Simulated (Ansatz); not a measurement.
# Alloy of MgO and CaO (5 of 16 Mg sites exchanged), 32 atoms with displaced atoms

Which settings matter for this cell? A base run comes first, then runs with one to three settings changed.

All numbers are computed with Ansatz 0.2.0 (PAW, plane waves).

1 further run of the same task is left out (it didn't finish).

## 1. The starting cell

32 atoms (16 O, 11 Mg, 5 Ca); a = 8.772 Å, b = 8.772 Å, c = 4.386 Å, α = 90.00°, β = 90.00°, γ = 90.00°. All atoms were shaken off their sites by about 0.10 Å along each axis.

## 2. PBEsol on the given atoms

in.yaml

```yaml
crystal:
  lattice:
    - [8.771789, 0.000000, 0.000000]
    - [0.000000, 8.771789, 0.000000]
    - [0.000000, 0.000000, 4.385895]
  atoms:
    - { symbol: O, position: [0.250876, 0.001626, 0.982747] }
    - { symbol: O, position: [0.273455, 0.496713, 0.987930] }
    - { symbol: O, position: [0.759202, 0.997646, 0.013777] }
    - { symbol: O, position: [0.740436, 0.494976, 0.031691] }
    - { symbol: O, position: [0.004276, 0.255308, 0.983587] }
    - { symbol: O, position: [0.998743, 0.759515, 0.988770] }
    - { symbol: O, position: [0.509690, 0.229727, 0.012038] }
    - { symbol: O, position: [0.494534, 0.759354, 0.019753] }
    - { symbol: O, position: [0.007059, 0.986676, 0.484035] }
    - { symbol: O, position: [0.007147, 0.487725, 0.501249] }
    - { symbol: O, position: [0.515930, 0.991040, 0.493286] }
    - { symbol: O, position: [0.509294, 0.479035, 0.456634] }
    - { symbol: O, position: [0.265006, 0.254334, 0.556318] }
    - { symbol: O, position: [0.256357, 0.773918, 0.504568] }
    - { symbol: O, position: [0.752696, 0.236508, 0.487932] }
    - { symbol: O, position: [0.767523, 0.739159, 0.440332] }
    - { symbol: Mg, position: [0.010221, 0.992224, 0.977923] }
    - { symbol: Mg, position: [0.012229, 0.493602, 0.985191] }
    - { symbol: Mg, position: [0.495326, 0.990728, 0.023974] }
    - { symbol: Mg, position: [0.480807, 0.504157, 0.009012] }
    - { symbol: Mg, position: [0.229976, 0.749406, 0.988100] }
    - { symbol: Mg, position: [0.736572, 0.218837, 0.011290] }
    - { symbol: Mg, position: [0.743901, 0.760206, 0.999244] }
    - { symbol: Mg, position: [0.253230, 0.993556, 0.457084] }
    - { symbol: Mg, position: [0.254172, 0.492525, 0.534548] }
    - { symbol: Mg, position: [0.003229, 0.261195, 0.511243] }
    - { symbol: Mg, position: [0.501240, 0.233779, 0.457364] }
    - { symbol: Ca, position: [0.258891, 0.257138, 0.986725] }
    - { symbol: Ca, position: [0.756801, 0.995785, 0.439678] }
    - { symbol: Ca, position: [0.752980, 0.498841, 0.549621] }
    - { symbol: Ca, position: [0.011013, 0.749160, 0.493527] }
    - { symbol: Ca, position: [0.515658, 0.753067, 0.513016] }
  symmetry: { detect: false }
kpoints:
  mp_grid: { grid: [1, 1, 1], shift: [0.25, 0.25, 0.25] }
hamiltonian:
  xc: pbesol
scf:
  occupations: { method: fermi_dirac, width: 0.01 }
output:
  forces: true
  eigenvalues: true
  stress: true
  populations: true
  eigenstates: { kpoints: [[0.25, 0.25, 0.25]], e_range: [-6.0, 6.0], localisation: true }
```

Command:

```sh
$ ansatz run in.yaml --threads 2 --pin off --max-ram 30400MiB --runs-dir r --events-out ev --progress --plain --backend cuda --devices 0, --max-vram 18GiB
```

## 3. Variant: occupations tetrahedron

Edit in.yaml of step 2 so:

```diff
@@ -44,3 +44,4 @@
 scf:
-  occupations: { method: fermi_dirac, width: 0.01 }
+  occupations: { method: tetrahedron }
+  max_iter: 80
 output:
@@ -49,3 +50,5 @@
   stress: true
-  populations: true
-  eigenstates: { kpoints: [[0.25, 0.25, 0.25]], e_range: [-6.0, 6.0], localisation: true }
+  write_density: true
+  write_potential: true
+  elf: true
+  volumetric_format: npy
```

## 4. Variant: starting moment 4 μB

Edit in.yaml of step 3 so:

```diff
@@ -43,5 +43,8 @@
   xc: pbesol
+magnetization:
+  spin_polarized: true
+  initial_magnetization: 4
 scf:
-  occupations: { method: tetrahedron }
-  max_iter: 80
+  occupations: { method: fermi_dirac, width: 0.01 }
+  max_iter: 90
 output:
@@ -50,5 +53 @@
   stress: true
-  write_density: true
-  write_potential: true
-  elf: true
-  volumetric_format: npy
```

## 5. Changed settings: density cutoff ratio 6, starting moment 4 μB

Edit in.yaml of step 4 so:

```diff
@@ -41,2 +41,3 @@
   mp_grid: { grid: [1, 1, 1], shift: [0.25, 0.25, 0.25] }
+basis: { ecutrho_ratio: 6 }
 hamiltonian:
@@ -48,3 +49,3 @@
   occupations: { method: fermi_dirac, width: 0.01 }
-  max_iter: 90
+  max_iter: 70
 output:
```

**Question.** What will these runs give? Wanted: for each run, settings; status; energy from base; forces from base.

As calculated:

| settings | status | cycles | time | energy from base (meV/atom) | forces from base (eV/Å rms) | filled to empty level on the mesh (eV) |
| --- | --- | --- | --- | --- | --- | --- |
| base | converged | 8 | 86 s (GPU) | 0 | 0 | 4.72 |
| occupations tetrahedron | converged | 8 | 88 s (GPU) | 0.0 | 0.000 | 4.72 |
| starting moment 4 μB | converged | 16 | 50 s (GPU) | 0.0 | 0.000 | 4.72 |
| density cutoff ratio 6, starting moment 4 μB | converged | 16 | 34 s (GPU) | 0.0 | 0.000 | 4.72 |

Among these variants the forces move most with density cutoff ratio 6, starting moment 4 μB (0.000 eV/Å rms). The base mesh is coarse for so small a cell, so pressure, spacing and their changes aren't converged values of the solid.
